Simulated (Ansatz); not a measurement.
Write the native input for Ansatz 0.2.0 that does the following.

| Quantity | Value |
| --- | --- |
| Task | electron localisation function |
| Functional | PBE |
| Potentials or basis | Ansatz PAW |
| Cutoff | 420 eV (not typed: the program's choice for these potentials) |
| k mesh | 11 × 11 × 2 |
| Occupations | fermi-dirac, width 0.05 eV |
| Spin | collinear spin, ferromagnetic start |
| Starting moments | [1.0, 1.0, 1.0, 1.0, 0.0, 0.0, 0.6, 0.6, 0.0, 0.0] μB |

The system is NiMoIrPdW.

```
Ni Mo Pd Ir W
1.0
     2.77046    0.00000    0.00000
    -1.38523    2.39928    0.00000
     0.00000    0.00000   21.88122
Ni Mo Pd Ir W
2 2 2 2 2
Cartesian
  0.0000 1.5995 0.9700
  1.3852 0.7998 20.9101
  1.3852 0.7998 7.4987
  1.3852 0.7998 16.6997
  0.0000 1.5995 9.7958
  0.0000 1.5995 14.3810
  0.0000 1.5995 5.2489
  0.0000 1.5995 18.8288
  1.3852 0.7998 2.9859
  1.3852 0.7998 12.0872
```

The cell was built by a generator and needn't be a form met in nature.

The input as run:

input.yaml

```yaml
crystal:
  lattice:
    - [2.77046, 0.0, 0.0]
    - [-1.38523, 2.39928, 0.0]
    - [0.0, 0.0, 21.88122]
  atoms:
    - { symbol: Ni, position: [0.33333, 0.66667, 0.04433], spin: 1.0 }
    - { symbol: Ni, position: [0.66667, 0.33333, 0.95562], spin: 1.0 }
    - { symbol: Mo, position: [0.66667, 0.33333, 0.3427], spin: 1.0 }
    - { symbol: Mo, position: [0.66667, 0.33333, 0.7632], spin: 1.0 }
    - { symbol: Pd, position: [0.33333, 0.66667, 0.44768] }
    - { symbol: Pd, position: [0.33333, 0.66667, 0.65723] }
    - { symbol: Ir, position: [0.33333, 0.66667, 0.23988], spin: 0.6 }
    - { symbol: Ir, position: [0.33333, 0.66667, 0.8605], spin: 0.6 }
    - { symbol: W, position: [0.66667, 0.33333, 0.13646] }
    - { symbol: W, position: [0.66667, 0.33333, 0.5524] }
hamiltonian:
  xc: pbe
  pseudopotentials: { kind: paw }
magnetization:
  spin_polarized: true
kpoints:
  mp_grid: { grid: [11, 11, 2] }
scf:
  occupations: { method: fermi_dirac, width: 0.05 }
output:
  forces: true
  stress: true
  eigenvalues: true
  write_density: true
  write_potential: true
  elf: true
  volumetric_format: npy
```

Potentials or basis: Ansatz PAW.

Command:

```console
$ ansatz run input.yaml --threads 8 --pin off --max-ram 20480MiB --backend cpu --events-out ev --progress --plain --runs-dir out
```

It gave:

| Property | Result |
| --- | --- |
| Pressure | -0.1 GPa |
| Largest force | 0.149 eV/Å |
| Band gap on the k mesh | none (metal or under the smearing width) |
| Net moment | 0.00 μB per cell |
| Absolute moment | 0.00 μB per cell |

Caveat: the starting moments weren't kept.

Run time: 100 s on 8 threads of Arm Neoverse V1 (shared host), peak memory 1.5 GiB.
